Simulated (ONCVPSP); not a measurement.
# Si: generating and testing an ONCV potential

Do these settings give a usable potential? It is generated, then checked for transferability, scattering, ghosts and hardness.

The numbers are computed with ONCVPSP 4.0.1 (BLYP, scalar-relativistic, spin-unpolarised reference atom).

**1. Starting point**

The settings as typed:

```json
{"element": "silicon (Si, Z = 14)", "type": "optimised norm-conserving Vanderbilt (ONCV)", "frozen core": "[Ne]", "valence charge": "4", "reference configuration": "3s1 3p3", "partial waves": "3s: rc 1.45 bohr, ncon 4, nbas 8, qcut 5.8 1/bohr, 3 projectors, debl 1.3 Ha; 3p: rc 1.65 bohr, ncon 4, nbas 7, qcut 5.9 1/bohr, 2 projectors, debl 0.9 Ha; d scattering state at 0.05 Ha: rc 1.55 bohr, ncon 3, nbas 6, qcut 5.5 1/bohr, 3 projectors, debl 3.4 Ha", "local potential": "polynomial inside 1.30 bohr (lpopt 5, dvloc0 0 Ha)", "core correction": "polynomial model core, fcfact 0.2"}
```

The nodes and maxima of the atom's own shells, from an earlier all-electron run, set the scale for the radii.

All-electron outer shells of the reference configuration (BLYP, scalar-relativistic, ld1.x):

| shell | level (eV) | outermost node (bohr) | outermost maximum (bohr) |
| --- | --- | --- | --- |
| 2s | -140.91 | 0.15 | 0.45 |
| 2p | -97.16 | – | 0.39 |
| 3s | -11.44 | 0.72 | 1.75 |
| 3p | -4.50 | 0.71 | 2.09 |

**2. The generation run**

File Si.dat:

```
# ATOM AND REFERENCE CONFIGURATION
# atsym  z   nc   nv     iexc    psfile
  Si 14.00    3    2  -106131      upf
#
#   n    l    f
    1    0    2.00
    2    0    2.00
    2    1    6.00
    3    0    1.00
    3    1    3.00
#
# PSEUDOPOTENTIAL AND OPTIMIZATION
# lmax
    2
#
#   l,   rc,      ep,       ncon, nbas, qcut
    0    1.45    0.00    4    8    5.80
    1    1.65    0.00    4    7    5.90
    2    1.55    0.05    3    6    5.50
#
# LOCAL POTENTIAL
# lloc, lpopt,  rc(5),   dvloc0
    4    5    1.30    0.00
#
# VANDERBILT-KLEINMAN-BYLANDER PROJECTORs
# l, nproj, debl
    0    3    1.30
    1    2    0.90
    2    3    3.40
#
# MODEL CORE CHARGE
# icmod, fcfact, rcfact
    1    0.20    0.00
#
# LOG DERIVATIVE ANALYSIS
# epsh1, epsh2, depsh
   -2.00    5.00    0.02
#
# OUTPUT GRID
# rlmax, drl
    6.00    0.01
#
# TEST CONFIGURATIONS
# ncnf
    4
# nvcnf
#   n    l    f
    2
    3    0    2.00
    3    1    2.00
#
    2
    3    0    2.00
    3    1    1.00
#
    2
    3    0    2.00
    3    1    0.00
#
    2
    3    0    0.00
    3    1    4.00
#
```

Run with:

```console
$ oncvpsp.x < Si.dat > Si.out
```

**Question.** What will these runs give? Wanted: cutoffs for 1 and 0.1 mHa per electron, occupied waves; bound ghosts; GHOST(+) flags; largest test error; largest phase difference near zero energy, channels read; rms error of d²Exc/dn², without and with the model core.

As calculated:

| quantity | value |
| --- | --- |
| cutoffs for 1 and 0.1 mHa per electron, occupied waves | 7.8 Ha and 27 Ha |
| bound ghosts | s at -143.29 eV |
| GHOST(+) flags | s at 1682 eV |
| largest test error (AE − PS) | +8.1 meV, for 3s2 3p0 |
| largest phase difference near zero energy, channels read | 0.000 rad |
| rms error of d²Exc/dn², without and with the model core | 4.88 and 1.07 mHa |

In words: It has a bound ghost (s), a state that the atom doesn't have, and that rules the file out. Close by lies the frozen 2s level (-140.9 eV). The worst unpolarised test, 3s2 3p0, is off by 8.1 meV on 16.6 eV; by total energies transferability rates as good. Atomic tests can pass in spite of a ghost, since they solve only for the levels asked. By its cutoff, 7.8 Ha for the looser tolerance, it is soft on the atom at that tolerance. The tighter tolerance needs 27 Ha, and converged work needs a cutoff nearer that. At the looser tolerance the 3s wave is the slowest; 3p needs 3 Ha. Near zero energy the phases of the channels with partial waves agree within 0.001 rad. The program also flags highly localised states, GHOST(+) (s).
